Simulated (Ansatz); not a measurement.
# SiBr+ (triplet): the correlation ladder, cc-pVTZ

One table from this session's results is given with a row withheld; the runs are named, their logs left out.

Method: cc-pVTZ, core rule «outside noble gas», up to 19 orbitals frozen; program: Ansatz 0.2.0, Gaussian basis.

The runs, in order: UHF; CCSD(T) on ROHF; CCSD(T) on UHF; BCCD(T) on ROHF; CISD; CCSDT(Q) on ROHF; CCSDT(Q) on UHF; CASSCF and MRCISD+Q, 10 electrons in 8 orbitals; CASSCF and NEVPT2, 10 electrons in 8 orbitals.

16 further runs of the same task are left out: 2 for a known fault of the program, 6 that didn't finish, 8 set aside as unsound or not needed.

## What is computed

The geometry is a PBE0/def2-TZVP stationary point (not a proven minimum). No spin-orbit coupling is included. The filled d shell of Br may be among the frozen orbitals whatever the setting's name suggests; the logs give the count.

2 atoms, charge 1, spin multiplicity 3.

Atoms are counted from 1 here; the program's logs count them from 0.

Bond lengths: Si1–Br2 2.144 Å.

Set-up of the first run:

Contents of in.yaml:

```yaml
crystal:
  periodic: [false, false, false]
  atoms:
    - {symbol: Si, position_ang: [0.000000, 0.000000, 0.000000]}
    - {symbol: Br, position_ang: [0.000000, 0.000000, 2.143900]}
basis:
  gaussian: {orbitals: cc-pVTZ}
total_charge: 1
magnetization: {spin_polarized: true, initial_magnetization: 2}
hamiltonian: {xc: hf}
output: {orbitals: {seedname: orbitals}}
```

On the command line:

```console
> ansatz run in.yaml --threads 1 --pin off --events-out ev --progress --plain --max-ram 2393MiB
```

Steps of the session up to this table: UHF; CCSD(T) on ROHF; CCSD(T) on UHF; BCCD(T) on ROHF; CISD; CCSDT(Q) on ROHF; CCSDT(Q) on UHF; CASSCF and MRCISD+Q, 10 electrons in 8 orbitals; CASSCF and NEVPT2, 10 electrons in 8 orbitals.

One table of the session follows, with a row left open; its other results are not shown here.

| method | from UCCSDT(Q) (kcal/mol) |
| --- | --- |
| ROHF | +152.91 |
| UHF | +150.53 |
| RMP2 | +23.97 |
| UMP2 | ? |
| CISD | +18.16 |
| RCCSD | +8.50 |
| UCCSD | +8.32 |
| RCCSD(T) | +1.25 |
| UCCSD(T) | +1.23 |
| BCCD(T) | +1.31 |
| RCCSDT | +0.50 |
| UCCSDT | +0.44 |
| RCCSDT(Q) | +0.15 |
| UCCSDT(Q) | 0 |
| CASSCF valence | +127.63 |
| NEVPT2 valence | +29.95 |
| MRCISD valence | +12.68 |
| MRCISD+Q valence | +2.80 |

**Question.** Estimate the row for UMP2.

**Answer.** from UCCSDT(Q) (kcal/mol): +23.59. In the column «from UCCSDT(Q) (kcal/mol)» it lies between CISD (+18.16) and RMP2 (+23.97).

To keep in mind: Restricted and unrestricted rows rest on different reference determinants; where their highest levels disagree by more than a few hundredths of an eV, they describe different states and don't form one ladder.
